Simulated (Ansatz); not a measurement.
**C₂H₅FO₂Si: from a rough start to a minimum**

The task is to find a stationary geometry of C₂H₅FO₂Si, check the end point by its vibrations and derive ideal-gas thermochemistry, and look at its orbitals and charge.

Computed with Ansatz 0.2.0, Gaussian basis. Level: RKS PBE0-D4/def2-TZVP.

The runs, in order: relaxation at PBE-D4/def2-SVP; relaxation at PBE0-D4/def2-TZVP; harmonic vibrations at the same level; a single point in def2-TZVPP for the fields.

## (1) The system as given

SMILES `CC1(F)O[SiH]1O`, 11 atoms, charge 0, spin multiplicity 1.

Atoms are counted from 1 here; the program's logs count them from 0.

Bond lengths: C1–C2 1.534 Å, C1–H7 1.117 Å, C1–H8 1.091 Å, C1–H9 1.052 Å, C2–F3 1.421 Å, C2–O4 1.465 Å, C2–Si5 1.824 Å, O4–Si5 1.659 Å, Si5–O6 1.671 Å, Si5–H10 1.497 Å, O6–H11 0.957 Å. Angles: C2–C1–H7 105.6°, C2–C1–H8 112.8°, C2–C1–H9 107.0°, H7–C1–H8 106.3°, H7–C1–H9 110.7°, H8–C1–H9 114.1°, C1–C2–F3 117.6°, C1–C2–O4 112.0°, C1–C2–Si5 118.4°, F3–C2–O4 118.4°, F3–C2–Si5 117.7°, O4–C2–Si5 59.4°, C2–O4–Si5 71.1°, C2–Si5–O4 49.5°, C2–Si5–O6 120.2°, C2–Si5–H10 125.0°, O4–Si5–O6 109.0°, O4–Si5–H10 106.5° and more.

Coordinates:

```xyz
11
charge 0, multiplicity 1
C     0.6057   -0.9545   -1.2730
C    -0.3412   -0.0554   -0.4686
F    -1.7145   -0.0511   -0.8339
O     0.2875    1.2176   -0.1060
Si    0.0766    0.3126    1.2679
O    -1.0345    1.0752    2.2555
H     0.4634   -0.6606   -2.3409
H     1.6566   -0.7742   -1.0436
H     0.2960   -1.9473   -1.1156
H     1.4333    0.1457    1.8791
H    -1.6634    1.6348    1.7997
```

The start is a force-field geometry with small random shifts, so a cheaper pass at PBE-D4/def2-SVP comes first.

## (2) Geometry optimisation, PBE-D4/def2-SVP (cheap first pass)

The input, in.yaml:

```yaml
crystal:
  periodic: [false, false, false]
  atoms:
    - {symbol: C, position_ang: [0.605700, -0.954500, -1.273000]}
    - {symbol: C, position_ang: [-0.341200, -0.055400, -0.468600]}
    - {symbol: F, position_ang: [-1.714500, -0.051100, -0.833900]}
    - {symbol: O, position_ang: [0.287500, 1.217600, -0.106000]}
    - {symbol: Si, position_ang: [0.076600, 0.312600, 1.267900]}
    - {symbol: O, position_ang: [-1.034500, 1.075200, 2.255500]}
    - {symbol: H, position_ang: [0.463400, -0.660600, -2.340900]}
    - {symbol: H, position_ang: [1.656600, -0.774200, -1.043600]}
    - {symbol: H, position_ang: [0.296000, -1.947300, -1.115600]}
    - {symbol: H, position_ang: [1.433300, 0.145700, 1.879100]}
    - {symbol: H, position_ang: [-1.663400, 1.634800, 1.799700]}
basis:
  gaussian: {orbitals: def2-SVP}
hamiltonian: {xc: pbe, dispersion: d4}
relax: {f_tol: 0.03, max_steps: 200}
```

Command:

```sh
> ansatz run in.yaml --threads 4 --pin off --events-out ev --progress --plain --max-ram 10444MiB
```

The program printed, shortened:

```text
Functional definition: PBE
  name "PBE"
  cite "Perdew, Burke & Ernzerhof, Phys. Rev. Lett. 77, 3865 (1996) doi:10.1103/PhysRevLett.77.3865"
  parent pbe
[...]
1236 factors; their error is unknown
[...]
mean field -16821.17041463 eV, -618.1666109388 hartree, gradient 6.3e-5 eV, S^2 0.000000; 0 other end points of the search recorded, 0 dependent functions left out
[...]
reference -16821.17044659 eV, -618.1666121132 hartree; 28, 28 occupied and 85, 85 virtual orbitals, 1236 factors
relax step   1: F+E_penalty+E_count = -16821.40084777 eV  Δ(F+E_penalty+E_count) = +0.000e0 eV  max|allowed force component| = 2.540e0 eV/Å  Δτ_max = 0.0000 Å  (29 SCF iters, accepted)
[...]
relax step   7: F+E_penalty+E_count = -16822.08143106 eV  Δ(F+E_penalty+E_count) = -6.449e-3 eV  max|allowed force component| = 6.420e-2 eV/Å  Δτ_max = 0.0692 Å  (31 SCF iters, accepted)
[...]
relax step   8: F+E_penalty+E_count = -16822.08272931 eV  Δ(F+E_penalty+E_count) = -1.298e-3 eV  max|allowed force component| = 2.151e-2 eV/Å  Δτ_max = 0.0284 Å  (32 SCF iters, accepted)
1236 factors; their error is unknown
mean field -16821.85708013 eV, -618.1918454304 hartree, gradient 1.9e-5 eV, S^2 0.000000; 1 other end points of the search recorded, 0 dependent functions left out
[...]
reference -16821.85711244 eV, -618.1918466179 hartree; 28, 28 occupied and 85, 85 virtual orbitals, 1236 factors
Total energy: -16822.08276162 eV, -618.2001390725 hartree
Atom 0 at     0.549574    -0.989906    -1.339263 Å, force    -0.005877     0.008786     0.013420 eV/Å
Atom 1 at    -0.208511    -0.084790    -0.409683 Å, force     0.007317    -0.010853    -0.002236 eV/Å
Atom 2 at    -1.544219    -0.024650    -0.797783 Å, force     0.016438     0.009394     0.020860 eV/Å
Atom 3 at     0.343697     1.247707    -0.279945 Å, force    -0.005677     0.012929     0.005334 eV/Å
Atom 4 at     0.161586     0.559350     1.281168 Å, force     0.013581    -0.016210    -0.000949 eV/Å
Atom 5 at    -0.987362     1.168145     2.315918 Å, force     0.006752     0.007951    -0.009311 eV/Å
Atom 6 at     0.522635    -0.556983    -2.361972 Å, force     0.006428     0.004268    -0.002918 eV/Å
Atom 7 at     1.606035    -1.087282    -1.025292 Å, force    -0.014856     0.000257     0.000475 eV/Å
Atom 8 at     0.085807    -1.994455    -1.366478 Å, force     0.002799    -0.010879    -0.001704 eV/Å
Atom 9 at     1.400213     0.389942     2.088929 Å, force    -0.021511     0.001810    -0.018709 eV/Å
Atom 10 at    -1.863956     1.315722     1.915001 Å, force    -0.005396    -0.007452    -0.004262 eV/Å
Dipole moment:     0.022258    -0.245168     0.139478 e Å
```

Run time: 20 s. Hardware: 4 threads, shared host.

The steps of the relaxation: (the energy doesn't fall at every step)

| step | energy from step 1 (eV) | largest force component (eV/Å) |
| --- | --- | --- |
| 1 | 0.0000 | 2.5402 |
| 2 | -0.5474 | 1.0690 |
| 3 | -0.6392 | 0.2821 |
| 4 | -0.6644 | 0.2555 |
| 5 | -0.6741 | 0.1767 |
| 6 | -0.6282 | 0.7471 |
| 7 | -0.6806 | 0.0642 |
| 8 | -0.6819 | 0.0215 |

Close pairs (by a distance rule), those that changed most:

```csv
bond,before (Å),after (Å),change (Å)
O4–Si5,1.659,1.716,+0.057
C1–H9,1.052,1.107,+0.055
C1–C2,1.534,1.503,-0.031
C2–F3,1.421,1.392,-0.029
C2–Si5,1.824,1.847,+0.023
O6–H11,0.957,0.975,+0.018
C2–O4,1.465,1.448,-0.017
C1–H8,1.091,1.106,+0.016
```

## (3) Relaxation at PBE0-D4/def2-TZVP

The input, in.yaml:

```yaml
crystal:
  periodic: [false, false, false]
  atoms:
    - {symbol: C, position_ang: [0.549574, -0.989906, -1.339263]}
    - {symbol: C, position_ang: [-0.208511, -0.084790, -0.409683]}
    - {symbol: F, position_ang: [-1.544219, -0.024650, -0.797783]}
    - {symbol: O, position_ang: [0.343697, 1.247707, -0.279945]}
    - {symbol: Si, position_ang: [0.161586, 0.559350, 1.281168]}
    - {symbol: O, position_ang: [-0.987362, 1.168145, 2.315918]}
    - {symbol: H, position_ang: [0.522635, -0.556983, -2.361972]}
    - {symbol: H, position_ang: [1.606035, -1.087282, -1.025292]}
    - {symbol: H, position_ang: [0.085807, -1.994455, -1.366478]}
    - {symbol: H, position_ang: [1.400213, 0.389942, 2.088929]}
    - {symbol: H, position_ang: [-1.863956, 1.315722, 1.915001]}
basis:
  gaussian: {orbitals: def2-TZVP}
hamiltonian: {xc: pbe0, dispersion: d4}
relax: {f_tol: 0.005, max_steps: 150}
```

Launched as before.

The program printed, shortened:

```text
Functional definition: PBE0
  name "PBE0"
  cite "Adamo & Barone, J. Chem. Phys. 110, 6158 (1999) doi:10.1063/1.478522"
  cite "Perdew, Burke & Ernzerhof, Phys. Rev. Lett. 77, 3865 (1996) doi:10.1103/PhysRevLett.77.3865"
  parent pbe
[...]
1306 factors; their error is unknown
[...]
mean field -16836.42362531 eV, -618.7271560923 hartree, gradient 5.0e-5 eV, S^2 0.000000; 0 other end points of the search recorded, 0 dependent functions left out
[...]
reference -16836.42365626 eV, -618.7271572296 hartree; 28, 28 occupied and 194, 194 virtual orbitals, 1306 factors
relax step   1: F+E_penalty+E_count = -16836.61327470 eV  Δ(F+E_penalty+E_count) = +0.000e0 eV  max|allowed force component| = 1.044e0 eV/Å  Δτ_max = 0.0000 Å  (30 SCF iters, accepted)
[...]
Atom 1 at    -0.209496    -0.099515    -0.389353 Å, force    -0.000523     0.001009    -0.000355 eV/Å
Atom 2 at    -1.529799    -0.027042    -0.783495 Å, force    -0.000522     0.000027     0.000323 eV/Å
Atom 3 at     0.330604     1.238224    -0.256182 Å, force    -0.000343    -0.003052     0.000759 eV/Å
Atom 4 at     0.160916     0.572606     1.254592 Å, force    -0.000403     0.001720    -0.001245 eV/Å
Atom 5 at    -0.973866     1.139072     2.266465 Å, force    -0.001000    -0.000312    -0.001946 eV/Å
Atom 6 at     0.510269    -0.551557    -2.331638 Å, force    -0.000935    -0.000363     0.000047 eV/Å
Atom 7 at     1.587943    -1.059349    -1.014782 Å, force     0.000116     0.000104     0.000770 eV/Å
Atom 8 at     0.103910    -1.975074    -1.345040 Å, force    -0.000723     0.001435     0.000007 eV/Å
Atom 9 at     1.378264     0.355091     2.050137 Å, force    -0.000260    -0.000096     0.000588 eV/Å
Atom 10 at    -1.839177     1.328484     1.894527 Å, force     0.002001    -0.000445     0.001415 eV/Å
Dipole moment:     0.076888    -0.233911     0.178972 e Å
```

Run time: 73 s. Hardware: 4 threads, shared host; peak memory 0.61 GiB.

Along the way:

```csv
step,energy from step 1 (eV),largest force component (eV/Å)
1,0.0000,1.0443
2,-0.0722,0.7290
3,-0.0995,0.1861
4,-0.0988,0.2269
5,-0.1013,0.0842
6,-0.1015,0.0615
7,-0.1019,0.0294
8,-0.1019,0.0159
9,-0.1020,0.0124
10,-0.1020,0.0031
```

Close pairs (by a distance rule), those that changed most:

| bond | before (Å) | after (Å) | change (Å) |
| --- | --- | --- | --- |
| O4–Si5 | 1.716 | 1.660 | -0.056 |
| Si5–O6 | 1.662 | 1.622 | -0.039 |
| C2–Si5 | 1.847 | 1.814 | -0.033 |
| Si5–H10 | 1.488 | 1.470 | -0.018 |
| C1–H7 | 1.111 | 1.094 | -0.017 |
| C1–H8 | 1.106 | 1.090 | -0.016 |
| C1–H9 | 1.107 | 1.091 | -0.016 |
| O6–H11 | 0.975 | 0.961 | -0.014 |

Mulliken charges at the end point, from the run's report:

```csv
atom,value (e)
C1,-0.33
C2,0.17
F3,-0.21
O4,-0.34
Si5,0.51
O6,-0.51
H7,0.13
H8,0.13
H9,0.13
H10,-0.01
H11,0.34
```

## (4) Force constants and modes

The input, in.yaml:

```yaml
crystal:
  periodic: [false, false, false]
  atoms:
    - {symbol: C, position_ang: [0.545931, -0.978140, -1.324632]}
    - {symbol: C, position_ang: [-0.209496, -0.099515, -0.389353]}
    - {symbol: F, position_ang: [-1.529799, -0.027042, -0.783495]}
    - {symbol: O, position_ang: [0.330604, 1.238224, -0.256182]}
    - {symbol: Si, position_ang: [0.160916, 0.572606, 1.254592]}
    - {symbol: O, position_ang: [-0.973866, 1.139072, 2.266465]}
    - {symbol: H, position_ang: [0.510269, -0.551557, -2.331638]}
    - {symbol: H, position_ang: [1.587943, -1.059349, -1.014782]}
    - {symbol: H, position_ang: [0.103910, -1.975074, -1.345040]}
    - {symbol: H, position_ang: [1.378264, 0.355091, 2.050137]}
    - {symbol: H, position_ang: [-1.839177, 1.328484, 1.894527]}
basis:
  gaussian: {orbitals: def2-TZVP}
hamiltonian: {xc: pbe0, dispersion: d4}
phonons: {temperatures: {t_min: 298.15, t_max: 900, t_step: 200}}
```

Launched as before.

The program printed, shortened:

```text
Functional definition: PBE0
  name "PBE0"
  cite "Adamo & Barone, J. Chem. Phys. 110, 6158 (1999) doi:10.1063/1.478522"
  cite "Perdew, Burke & Ernzerhof, Phys. Rev. Lett. 77, 3865 (1996) doi:10.1103/PhysRevLett.77.3865"
  parent pbe
[...]
1306 factors; their error is unknown
[...]
mean field -16836.52394298 eV, -618.7308426986 hartree, gradient 4.5e-5 eV, S^2 0.000000; 0 other end points of the search recorded, 0 dependent functions left out
[...]
reference -16836.52397364 eV, -618.7308438254 hartree; 28, 28 occupied and 194, 194 virtual orbitals, 1306 factors
[...]
1306 factors; their error is unknown
mean field -16836.52378118 eV, -618.7308367527 hartree, gradient 2.0e-6 eV, S^2 0.000000; 0 other end points of the search recorded, 0 dependent functions left out
[...]
reference -16836.52381184 eV, -618.7308378795 hartree; 28, 28 occupied and 194, 194 virtual orbitals, 1306 factors
[...]
Atom 4 at     0.160916     0.572606     1.254592 Å, force    -0.000413     0.001726    -0.001211 eV/Å
Atom 5 at    -0.973866     1.139072     2.266465 Å, force    -0.000967    -0.000321    -0.001954 eV/Å
Atom 6 at     0.510269    -0.551557    -2.331638 Å, force    -0.000943    -0.000362     0.000037 eV/Å
Atom 7 at     1.587943    -1.059349    -1.014782 Å, force     0.000113     0.000101     0.000772 eV/Å
Atom 8 at     0.103910    -1.975074    -1.345040 Å, force    -0.000722     0.001401    -0.000007 eV/Å
Atom 9 at     1.378264     0.355091     2.050137 Å, force    -0.000266    -0.000096     0.000586 eV/Å
Atom 10 at    -1.839177     1.328484     1.894527 Å, force     0.001979    -0.000440     0.001412 eV/Å
Dipole moment:     0.076889    -0.233911     0.178970 e Å
Vibrations: 125.97 174.98 215.20 302.63 365.26 378.49 425.51 480.76 601.35 661.69 727.25 798.93 879.28 921.60 928.61 1001.39 1124.62 1155.16 1282.85 1407.38 1468.06 1473.75 2306.41 3053.53 3134.71 3156.86 3894.93 cm⁻¹, zero-point energy 2.011466 eV
```

Run time: 5.4 min. Hardware: 4 threads, shared host; peak memory 0.72 GiB.

Motions are named by where the mode's potential energy lies. Wavenumbers, unscaled:

| mode | cm⁻¹ | motion |
| --- | --- | --- |
| 1 | 126 | bend |
| 2 | 175 | bend |
| 3 | 215 | torsion |
| 4 | 303 | bend |
| 5 | 365 | torsion |
| 6 | 378 | bend |
| 7 | 426 | torsion with bend |
| 8 | 481 | bend with torsion |
| 9 | 601 | torsion with bend |
| 10 | 662 | bend with C–C stretch |
| 11 | 727 | bend with torsion |
| 12 | 799 | bend |
| 13 | 879 | bend |
| 14 | 922 | bend |
| 15 | 929 | C–F stretch with bend |
| 16 | 1001 | Si–O stretch with bend |
| 17 | 1125 | bend |
| 18 | 1155 | C–F stretch with bend |
| 19 | 1283 | bend with C–C stretch |
| 20 | 1407 | bend |
| 21 | 1468 | bend |
| 22 | 1474 | bend |
| 23 | 2306 | Si–H stretch |
| 24 | 3054 | C–H stretch |
| 25 | 3135 | C–H stretch |
| 26 | 3157 | C–H stretch |
| 27 | 3895 | O–H stretch |

From these modes and the moments of inertia (298.15 K, 1 bar, symmetry number 1):

| term | value |
| --- | --- |
| zero-point energy | 46.4 kcal/mol |
| H(298) − E | 51.4 kcal/mol |
| entropy, translation | 167.3 J/(mol K) |
| entropy, rotation | 113.1 J/(mol K) |
| entropy, vibration | 60.6 J/(mol K) |
| entropy, total | 341.0 J/(mol K) |

## (5) A single point for the fields

in.yaml: that of step 4 with these lines changed.

```diff
@@ -15,4 +15,4 @@
 basis:
-  gaussian: {orbitals: def2-TZVP}
+  gaussian: {orbitals: def2-TZVPP}
 hamiltonian: {xc: pbe0, dispersion: d4}
-phonons: {temperatures: {t_min: 298.15, t_max: 900, t_step: 200}}
+output: {orbitals: {seedname: orbitals}}
```

Launched as before.

The program printed:

```text
Functional definition: PBE0
  name "PBE0"
  cite "Adamo & Barone, J. Chem. Phys. 110, 6158 (1999) doi:10.1063/1.478522"
  cite "Perdew, Burke & Ernzerhof, Phys. Rev. Lett. 77, 3865 (1996) doi:10.1103/PhysRevLett.77.3865"
  parent pbe
  parameter a = 0.25
  parameter kappa = 0.804
  parameter beta = 0.06672455060314922
  exchange = (1 - a)*pbe_x(kappa = kappa, mu = beta*pi^2/3) + a*exact_x
  correlation = pbe_c(beta = beta)
1404 factors; their error is unknown
mean field evaluation 1: about -16826.4209 eV, gradient 7.6e1 eV
mean field evaluation 2: about -16815.0711 eV, gradient 1.1e2 eV
mean field evaluation 4: about -16836.5192 eV, gradient 5.6e0 eV
mean field evaluation 8: about -16836.5720 eV, gradient 1.8e-1 eV
mean field evaluation 16: about -16836.6000 eV, gradient 3.3e-4 eV
mean field -16836.60001037 eV, -618.7336381238 hartree, gradient 5.8e-5 eV, S^2 0.000000; 0 other end points of the search recorded, 0 dependent functions left out
reference -16836.60004166 eV, -618.7336392737 hartree; 28, 28 occupied and 239, 239 virtual orbitals, 1404 factors
Total energy: -16836.79135312 eV, -618.7406698400 hartree
```

It took 6 s on 4 threads, shared host; peak memory 0.7 GiB.

The fields below are evaluated on a grid from the run's orbitals.

Frontier orbitals at PBE0-D4/def2-TZVPP, with the share of their density that lies nearest to each atom:

```
orbital  energy (eV)                      lies on
   HOMO        -7.35   C2 32 %; O4 24 %; Si5 16 %
   LUMO         0.18  Si5 33 %; H10 28 %; C2 12 %
```

ELF in a plane through or near 8 of the atoms.

Ten even steps from '0' (0.00) to '9' (1.00):
```
0000000000000000000000000000
0000000000000000000000000000
0000000000000000343200000000
0000000000000018999940000000
0000000012000059999981000000
0000001799810059999980000000
0000004999940028999930000000
0000003899940013246400100000
0000001589743451671467752000
0000002434387583263868873000
0000013652495277316826862000
0000013565563353214688731000
0000001221036763001699720000
0000000000178186300388510000
0000000000378786400022100000
0000000000134432100000000000
0000000000000000000000000000
0000000000000000000000000000
0000000000000000000000000000
0000000000000000000000000000
```
The map spans 10.7 Å across and 9.2 Å up, centred on the molecule. Atoms in the plane (x, y in Å): C1 (-1.7, 0.1), C2 (-0.3, -0.3), F3 (-0.2, -1.7), Si5 (1.3, 0.6), O6 (2.7, -0.1), H8 (-1.8, 1.2), H10 (1.4, 2.0), H11 (2.8, -1.1).

On the surface of density 0.002 e/bohr³ the electrostatic potential runs, from the 1st to the 99th percentile, from -1.32 V near O4 to 2.41 V near H11.

## (6) Summary of results

| quantity | value |
| --- | --- |
| point group | C1 |
| steps | 8 + 10 |
| shift from the start (rms) | 0.229 Å |
| total energy | -16836.7153 eV |
| dispersion term | -191 meV |
| dipole moment | 1.46 D |
| lowest, highest wavenumber | 126, 3895 cm⁻¹ |
| zero-point energy | 46.4 kcal/mol |
| entropy at 298.15 K | 341.0 J/(mol K) |
| HOMO, LUMO | -7.35, 0.18 eV |

**Reading.** The relaxed geometry lies 0.23 Å (rms) from the start; the bond that changed most is Si5–O6, from 1.671 to 1.622 Å. All wavenumbers are real, so the end point is a minimum. The stiffest mode, 3895 cm⁻¹, is an O–H stretch, and 2 modes under 200 cm⁻¹ make the vibrational entropy uncertain. Harmonic hybrid wavenumbers usually lie a few per cent above measured fundamentals. The largest Mulliken charge, +0.51 e, sits on Si5. The HOMO lies mostly on C2 32 %; O4 24 % and the LUMO on Si5 33 %; H10 28 %.
